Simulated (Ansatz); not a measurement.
# GaSe4: the cost of one run

Computed with Ansatz 0.2.0 (DFT PBE, scalar-relativistic, plane waves, PAW, unless a step names another level, unless a step's input says otherwise).

3 further runs of the same task are left out: 3 that didn't finish.

## Step 1: The starting structure

Symmetry: P-3m1, No. 164, trigonal system. The conventional cell has a = 3.789 Å, b = 3.789 Å, c = 21.973 Å, α = 90.00°, β = 90.00°, γ = 120.00°. Around Ga (site symmetry 3m) lie 1 Ga at 2.46 Å and 3 Se at 2.49 Å. Se (site symmetry 3m) is surrounded by 3 Ga at 2.49 Å. Se (site symmetry 3m) has 3 Se at 2.68 Å as nearest neighbours. Se (site symmetry 3m) is surrounded by 6 Se at 2.68 Å.

Structure file:

```xyz
10
Lattice="3.7893 0.0000 0.0000 -1.8947 3.2817 0.0000 0.0000 0.0000 21.9733" Properties=species:S:1:pos:R:3 pbc="T T T"
Ga    0.0000    0.0000    1.2307
Ga    0.0000    0.0000   20.7426
Se    0.0000    2.1878    2.4122
Se    1.8947    1.0939   19.5610
Se    0.0000    2.1878   15.7126
Se    0.0000    0.0000   14.1615
Se    0.0000    0.0000    7.8118
Se    0.0000    2.1878    9.3659
Se    1.8947    1.0939   12.6074
Se    1.8947    1.0939    6.2606
```

It came out lowest among 30 distinct ends of the trial cells. At a tolerance of 0.02 Å it has space group P-3m1 (No. 164).

## Step 2: A stricter relaxation, on the response runs' mesh and smearing

Contents of input.yaml:

```yaml
crystal:
  lattice:
    - [3.7893482811, 0.0, 0.0]
    - [-1.8946741406, 3.2816718752, 0.0]
    - [0.0, 0.0, 21.9732790863]
  atoms:
    - { symbol: Ga, position: [0.0, 0.0, 0.0560085405] }
    - { symbol: Ga, position: [0.0, 0.0, 0.9439914595] }
    - { symbol: Se, position: [0.3333333333, 0.6666666667, 0.10978062] }
    - { symbol: Se, position: [0.6666666667, 0.3333333333, 0.89021938] }
    - { symbol: Se, position: [0.3333333333, 0.6666666667, 0.7150795776] }
    - { symbol: Se, position: [0.0, 0.0, 0.6444870444] }
    - { symbol: Se, position: [0.0, 0.0, 0.3555129556] }
    - { symbol: Se, position: [0.3333333333, 0.6666666667, 0.4262417269] }
    - { symbol: Se, position: [0.6666666667, 0.3333333333, 0.5737582731] }
    - { symbol: Se, position: [0.6666666667, 0.3333333333, 0.2849204224] }
basis:
  ecutwfc: 420
kpoints:
  mp_grid: { grid: [12, 12, 2] }
hamiltonian:
  xc: pbe
scf:
  occupations: { method: fixed }
output:
  forces: true
  stress: true
  eigenvalues: true
relax:
  adjacent_minimum: "off"
  f_tol: 0.001
  max_steps: 60
  cell: { stress_tol: 0.01 }
```

On the command line:

```console
ansatz run input.yaml --threads 3 --pin off --max-ram 7680MiB --backend cpu --events-out ev --progress --plain --runs-dir out
```

What time and memory should one allow on 3 threads of Intel Xeon at 2.70GHz, shared host?

About 2.4 min, with a peak of 1.2 GiB.
